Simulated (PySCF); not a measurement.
# C3H8BNO: a tour of settings, part 1 of 2

Aim: see how C3H8BNO (`CB(C)NC=O`) answers to the choice of functional, basis, grid and SCF options, and what happens with inputs that are wrong on purpose.

Programs: PySCF 2.14.0, with density-fitted response routines of our own. Each step states its level of theory. These are calculated values for one molecule, in the gas phase or a continuum, unless marked as measured. Atoms are numbered from 0 throughout.

## Step 1: The starting structure

14 atoms, charge 0, multiplicity 1; geometry from: GFN2-xTB.

Bonds of the start (Å): C0–B1 1.57, B1–C2 1.58, B1–N3 1.43, N3–C4 1.37, C4–O5 1.20, C0–H6 1.09, C0–H7 1.09, C0–H8 1.09, C2–H9 1.09, C2–H10 1.09, C2–H11 1.09, N3–H12 1.01, C4–H13 1.11.

## Step 2: Shielding tensors: PBE0/pcSseg-1

Job settings and geometry (Å):

```
{"job": {"kind": "nmr", "xc": "PBE0", "basis": "pcSseg-1", "pop": false, "scf": {"conv": 1e-06, "level_shift": 0.1}}, "charge": 0, "multiplicity": 1}
C     -1.186925    -1.029859     0.140927
B     -0.262385     0.231300    -0.005572
C     -0.801995     1.718208    -0.068652
N      1.160137     0.081203    -0.085094
C      1.896664    -1.069028    -0.047129
O      1.470431    -2.186100     0.052769
H     -2.244686    -0.792118     0.217866
H     -1.053157    -1.703522    -0.704102
H     -0.906268    -1.617407     1.013346
H     -1.885708     1.781923    -0.090347
H     -0.463456     2.287911     0.796448
H     -0.424531     2.242850    -0.945502
H      1.714908     0.921769    -0.175302
H      2.986293    -0.867602    -0.121824
```

With the program's defaults for keys left out, this is: GIAO PBE0/pcSseg-1 NMR shielding, non-relativistic, gas phase.

Started as:

```sh
$ OMP_NUM_THREADS=1 python probes_run.py task.json out
```

This one command runs all jobs of the session in turn.

Log:

```text
final grid: 110008 points
cycle   1  E = -273.5100097712  dE =  7.470e-01  |g| = 8.756e-01  |ddm| = 3.100e+00
cycle   2  E = -273.2802432724  dE =  2.298e-01  |g| = 1.451e+00  |ddm| = 1.662e+00
cycle   3  E = -273.6635101060  dE = -3.833e-01  |g| = 1.900e-01  |ddm| = 9.272e-01
cycle   4  E = -273.6718312978  dE = -8.321e-03  |g| = 4.279e-02  |ddm| = 1.779e-01
cycle   5  E = -273.6722078431  dE = -3.765e-04  |g| = 1.071e-02  |ddm| = 4.048e-02
cycle   6  E = -273.6722305638  dE = -2.272e-05  |g| = 5.021e-03  |ddm| = 9.017e-03
cycle   7  E = -273.6722348817  dE = -4.318e-06  |g| = 1.419e-03  |ddm| = 3.337e-03
cycle   8  E = -273.6722352686  dE = -3.870e-07  |g| = 3.035e-04  |ddm| = 1.177e-03
level shift removed, Fock matrix diagonalised once more
converged SCF energy = -273.6722352686

GIAO shielding tensors (ppm)
atom      isotropic    diamagn.    paramagn.     s11        s22        s33       span
  0 C      175.817     252.911     -77.094    165.660    178.294    183.498     17.839
  1 B       45.863     192.143    -146.280    -23.165     45.615    115.140    138.305
  2 C      178.732     253.890     -75.159    170.814    170.908    194.474     23.660
  3 N       81.038     328.135    -247.097    -71.096    152.121    162.090    233.186
  4 C       21.319     243.054    -221.735    -79.687     53.212     90.431    170.118
  5 O     -164.029     400.912    -564.941   -546.396   -274.853    329.162    875.557
  6 H       30.858      31.500      -0.642     26.568     29.910     36.098      9.530
  7 H       30.468      31.356      -0.888     26.133     29.193     36.077      9.944
  8 H       30.392      31.462      -1.070     25.937     29.268     35.973     10.036
  9 H       30.910      31.401      -0.490     26.726     29.714     36.291      9.566
 10 H       31.242      31.115       0.127     27.387     29.287     37.052      9.665
 11 H       31.336      31.340      -0.004     27.288     29.604     37.116      9.828
 12 H       25.457      34.303      -8.846     22.739     25.536     28.097      5.358
 13 H       23.056      25.673      -2.617     18.927     23.377     26.864      7.937
```

It took 13 s on 1 thread of Arm Neoverse V2, shared host; peak memory 0.73 GiB.

Shifts follow as δ = σ(reference) − σ, with reference shieldings (ppm) from runs at the same level and on the same kind of geometry: ¹H TMS 31.72, ¹³C TMS 186.9, ¹⁵N NH3 267.7, ¹⁷O H2O 336.1, ¹¹B BF3·OEt2 100.1. The references are single molecules in the gas phase, so shifts against H2O, NH3, PH3, H3PO4 or CFCl3 are not on the usual liquid scales and can be off by tens of ppm. Atoms listed in one row are averaged.

```csv
atoms,environment,σ (ppm),δ (ppm),δ scaled to CDCl3
C4,amide carbonyl carbon,21.3,165.6,159.7
"C0, C2",methyl carbon bonded to B,177.3,9.7,7.5
H13,hydrogen on an amide carbonyl carbon,23.06,8.66,8.27
H12,hydrogen on an amide-type nitrogen,25.46,6.26,–
"H6, H7, H8, H9, H10, H11",hydrogen on a methyl carbon bonded to B,30.87,0.85,0.91
B1,"boron bonded to 2 C, N",45.9,54.2,–
N3,amide-type nitrogen,81.0,186.7,–
O5,amide-type carbonyl oxygen,-164.0,500.1,–
```

The scaled column applies a straight-line fit of computed shieldings to shifts measured in CDCl3 (root-mean-square error 0.16 ppm for H, 1.9 ppm for C).

Orbitals, density, ELF and potential are computed afterwards from the orbital file.

Frontier orbitals at PBE0/pcSseg-1, with the share of their density that lies nearest to each atom:

```csv
orbital,energy (eV),lies on
HOMO,-7.64,O5 67 %; H13 13 %; N3 7 %
LUMO,-0.67,B1 34 %; C4 23 %; O5 17 %
```

ELF in a plane through or near 10 of the atoms.

Ten even steps from ' ' (0.00) to '@' (1.00):
```
                                                        
                                                        
                                                        
                                                        
          ::====      ##@@##::                          
        ==@@@@@@--  ::@@@@@@++    ......                
      ..@@@@@@@@%%  ::@@@@%%--  ..==++++::              
        **@@@@@@%%==++++****::..==++++**--..            
          ==####::++%%--..##++++%%::**::**++==..        
        ..::==**----**++%%++==--@@##==@@@@@@@@++        
      ::**##%%**##++....--::++--******@@@@@@@@##        
      ::**%%%%::%%##::  ==%%@@@@++    ==@@@@%%::        
      ..==##%%%%%%++....==--::++**::      ..            
        ..--==**++..  ::**::##++@@@@%%..                
                      ::++++++@@@@@@@@%%                
                      ..::::--##@@@@@@##                
                              ..++**==                  
                                                        
                                                        
                                                        
```
The map spans 10.7 Å across and 9.5 Å up, centred on the molecule. Atoms in the plane (x, y in Å): C0 (0.2, -1.6), B1 (0.3, 0.0), C2 (1.8, 0.7), N3 (-0.8, 0.9), C4 (-2.1, 0.5), O5 (-2.6, -0.6), H6 (1.1, -2.1), H9 (2.6, 0.0), H12 (-0.6, 1.9), H13 (-2.8, 1.4).

On the surface of density 0.002 e/bohr³ the electrostatic potential runs, from the 1st to the 99th percentile, from -1.76 V near O5 to 2.10 V near H12.

## Step 3: Indirect couplings: KT2/6-31G in chloroform

Settings changed since step 2:

```diff
@@ -1,2 +1,2 @@
-{"job": {"kind": "nmr", "xc": "PBE0", "basis": "pcSseg-1", "pop": false, "scf": {"conv": 1e-06, "level_shift": 0.1}}, "charge": 0, "multiplicity": 1}
+{"job": {"kind": "j", "xc": "KT2", "basis": "6-31G", "solvent": "chloroform", "scf": {"conv": 1e-07}}, "charge": 0, "multiplicity": 1}
 C     -1.186925    -1.029859     0.140927
```

Method: KT2/6-31G indirect spin-spin coupling, non-relativistic, IEF-PCM chloroform.

Log:

```text
final grid: 110008 points
cycle   1  E = -278.2440088690  dE =  7.463e-01  |g| = 1.012e+00  |ddm| = 3.494e+00
cycle   2  E = -277.1959796143  dE =  1.048e+00  |g| = 2.311e+00  |ddm| = 4.352e+00
cycle   3  E = -278.4258839756  dE = -1.230e+00  |g| = 4.507e-01  |ddm| = 3.790e+00
cycle   4  E = -278.4731945628  dE = -4.731e-02  |g| = 1.166e-01  |ddm| = 5.556e-01
cycle   5  E = -278.4755460076  dE = -2.351e-03  |g| = 5.701e-02  |ddm| = 1.235e-01
cycle   6  E = -278.4763080601  dE = -7.621e-04  |g| = 9.079e-03  |ddm| = 4.948e-02
cycle   7  E = -278.4763275881  dE = -1.953e-05  |g| = 2.876e-03  |ddm| = 1.099e-02
cycle   8  E = -278.4763298645  dE = -2.276e-06  |g| = 2.864e-04  |ddm| = 4.173e-03
cycle   9  E = -278.4763298861  dE = -2.160e-08  |g| = 1.303e-04  |ddm| = 5.325e-04
converged SCF energy = -278.4763298861

Indirect spin-spin couplings (Hz)
  i      j    bonds     total        FC       PSO       DSO        SD
  0 C    1 B    1     57.410    58.280    -1.354     0.242     0.243
  0 C    2 C    2      3.338     3.520    -0.174    -0.008         -
  0 C    3 N    2     -0.130    -0.257     0.120    -0.005     0.012
  0 C    4 C    3      0.812     0.848    -0.032    -0.003         -
  0 C    5 O    4     -1.503    -1.390    -0.093    -0.020         -
  0 C    6 H    1    135.853   133.762     1.393     0.698         -
  0 C    7 H    1    131.835   129.650     1.419     0.766         -
  0 C    8 H    1    132.180   130.010     1.402     0.769         -
  0 C    9 H    3      2.828     2.817    -0.036     0.047         -
  0 C   10 H    3      0.493     0.641     0.084    -0.232         -
  0 C   11 H    3      1.646     1.816     0.098    -0.268         -
  0 C   12 H    3      4.826     5.190     0.142    -0.506         -
  1 B    2 C    1     55.890    56.548    -1.172     0.228     0.287
  1 B    3 N    1    -19.627   -21.183     1.801    -0.122    -0.122
  1 B    4 C    2     -1.347    -1.520     0.192    -0.044     0.024
  1 B    5 O    3     -1.450    -0.697    -0.356     0.010    -0.406
  1 B    6 H    2     -4.335    -3.892    -0.346    -0.152     0.056
  1 B    7 H    2     -3.218    -3.200    -0.111    -0.053     0.146
  1 B    8 H    2     -3.443    -3.394    -0.129    -0.057     0.137
  1 B    9 H    2     -4.063    -3.688    -0.288    -0.152     0.065
  1 B   10 H    2     -3.370    -3.366    -0.048    -0.099     0.143
  1 B   11 H    2     -4.022    -3.926    -0.095    -0.120     0.119
  1 B   12 H    2     -0.639     0.716    -0.731    -0.561    -0.063
  1 B   13 H    3      5.456     5.927     0.189    -0.638    -0.022
  2 C    3 N    2     -1.494    -1.609     0.119    -0.008     0.003
  2 C    4 C    3      3.950     3.867     0.143    -0.059         -
  2 C    6 H    3      3.357     3.350    -0.030     0.036         -
  2 C    7 H    3      1.103     1.257     0.090    -0.244         -
  2 C    8 H    3      1.592     1.750     0.094    -0.252         -
  2 C    9 H    1    137.628   135.599     1.374     0.655         -
  2 C   10 H    1    128.913   126.709     1.521     0.683         -
  2 C   11 H    1    129.710   127.518     1.509     0.683         -
  2 C   12 H    3      2.843     2.780    -0.052     0.114         -
  2 C   13 H    4      1.097     1.202     0.147    -0.252         -
  3 N    4 C    1     -8.701   -10.999     2.483    -0.118    -0.067
  3 N    5 O    2     -0.679     1.368    -2.368    -0.016     0.337
  3 N    6 H    3     -2.326    -2.430    -0.031     0.141    -0.007
  3 N    7 H    3     -0.084    -0.162     0.060    -0.000     0.018
  3 N    8 H    3     -0.094    -0.174     0.065    -0.004     0.020
  3 N    9 H    3     -4.492    -4.594    -0.033     0.138    -0.004
  3 N   10 H    3     -0.397    -0.450     0.051    -0.011     0.014
  3 N   11 H    3     -0.777    -0.823     0.059    -0.027     0.014
  3 N   12 H    1    -78.209   -75.668    -1.989    -0.457    -0.095
  3 N   13 H    2    -13.745   -14.243     0.401     0.085     0.013
  4 C    5 O    1     22.177    10.103    12.198    -0.125         -
  4 C    6 H    4     -0.685    -0.419     0.075    -0.340         -
  4 C    7 H    4     -0.258    -0.082    -0.178     0.001         -
  4 C    8 H    4     -0.258    -0.082    -0.191     0.014         -
  4 C    9 H    4      0.946     1.128     0.108    -0.289         -
  4 C   10 H    4     -0.792    -0.669     0.071    -0.194         -
  4 C   11 H    4     -0.713    -0.601     0.079    -0.191         -
  4 C   12 H    2      2.906     4.199    -0.949    -0.344         -
  4 C   13 H    1    190.681   189.545    -0.077     1.212         -
  5 O    6 H    5     -1.233    -1.320    -0.055     0.142         -
  5 O    7 H    5     -0.661    -0.611     0.104    -0.154         -
  5 O    8 H    5     -0.704    -0.647     0.112    -0.169         -
  5 O   10 H    5     -0.322    -0.440    -0.004     0.121         -
  5 O   11 H    5     -0.223    -0.339    -0.009     0.125         -
  5 O   12 H    3      0.195    -1.574     1.351     0.418         -
  5 O   13 H    2     -3.148    -5.631     2.146     0.336         -
  6 H    7 H    2    -19.517   -18.217     1.076    -2.376         -
  6 H    8 H    2    -18.930   -17.619     1.069    -2.380         -
  6 H   10 H    4     -0.672    -0.187     0.296    -0.780         -
  6 H   11 H    4     -0.543     0.066     0.383    -0.992         -
  6 H   12 H    4      0.315     1.479     0.655    -1.819         -
  6 H   13 H    5     -0.291     0.687     0.574    -1.553         -
  7 H    8 H    2    -26.290   -25.458     1.046    -1.878         -
  7 H    9 H    4     -0.735    -0.254     0.301    -0.783         -
  7 H   10 H    4     -1.542    -0.621     0.598    -1.520         -
  7 H   11 H    4      3.499     4.034     0.290    -0.825         -
  7 H   12 H    4     -2.342    -1.084     0.583    -1.842         -
  7 H   13 H    5     -0.923    -0.010     0.421    -1.334         -
  8 H    9 H    4     -0.417     0.147     0.362    -0.927         -
  8 H   10 H    4      3.564     4.047     0.251    -0.734         -
  8 H   11 H    4     -2.229    -1.304     0.598    -1.522         -
  8 H   12 H    4     -2.310    -1.039     0.583    -1.854         -
  8 H   13 H    5     -0.946    -0.028     0.416    -1.334         -
  9 H   10 H    2    -21.582   -20.230     1.119    -2.471         -
  9 H   11 H    2    -20.167   -18.770     1.106    -2.502         -
  9 H   12 H    4     -1.252    -0.314     0.590    -1.528         -
 10 H   11 H    2    -25.485   -24.365     1.216    -2.336         -
 10 H   12 H    4     -0.324    -0.758    -0.322     0.755         -
 10 H   13 H    5     -0.611    -0.179     0.291    -0.723         -
 11 H   13 H    5     -0.521    -0.122     0.276    -0.674         -
 12 H   13 H    3      1.281     1.228    -0.356     0.409         -
```

Run time: 5.4 s. Hardware: 1 thread of Arm Neoverse V2, shared host; peak memory 0.58 GiB.

This basis has no tight s functions, so the Fermi-contact terms are rough.

A choice of the couplings up to four bonds, sorted by the number of bonds, with means over like pairs; isotopes 11B, 13C, 1H, 15N, 17O:

```csv
pair,bonds,J (Hz),Fermi contact (Hz),dihedral (°)
C4–H13,1,190.7,189.5,–
C0–H6,1,132.7,130.5,–
N3–H12,1,-78.2,-75.7,–
C0–B1,1,56.6,57.4,–
C4–O5,1,22.2,10.1,–
B1–N3,1,-19.6,-21.2,–
N3–C4,1,-8.7,-11.0,–
H6–H7,2,-22.0,-20.8,–
N3–H13,2,-13.7,-14.2,–
B1–H6,2,-3.7,-3.6,–
C0–C2,2,3.3,3.5,–
O5–H13,2,-3.1,-5.6,–
C4–H12,2,2.9,4.2,–
B1–C4,2,-1.3,-1.5,–
B1–H13,3,5.5,5.9,-179
C0–H12,3,3.8,4.0,–
C0–C4,3,2.4,2.4,–
C0–H9,3,1.8,1.9,–
B1–O5,3,-1.4,-0.7,1
N3–H6,3,-1.4,-1.4,–
H12–H13,3,1.3,1.2,0
```

The spin-dipole term was solved for some atoms only; pairs without it lack that part.

The response was solved for the nuclei of B, C, H, N alone, so couplings that need other nuclei can be missing.

Quadrupole couplings from the field gradients of the same density:

```csv
atom,isotope,eQq/h (MHz),η
O5,17O,10.4,0.06
B1,11B,3.586,0.41
N3,14N,2.151,0.94
```

Shifts (PBE0/pcSseg-1, scaled to CDCl3 for protons on carbon, raw for the others) and these couplings together give the proton spectrum at 400 MHz below. Couplings to quadrupolar nuclei are left out.

¹H NMR δ 8.27 (s, 1H), 6.26 (br s, 1H), 0.91 (s, 6H).

(Continued in part 2 of 2.)
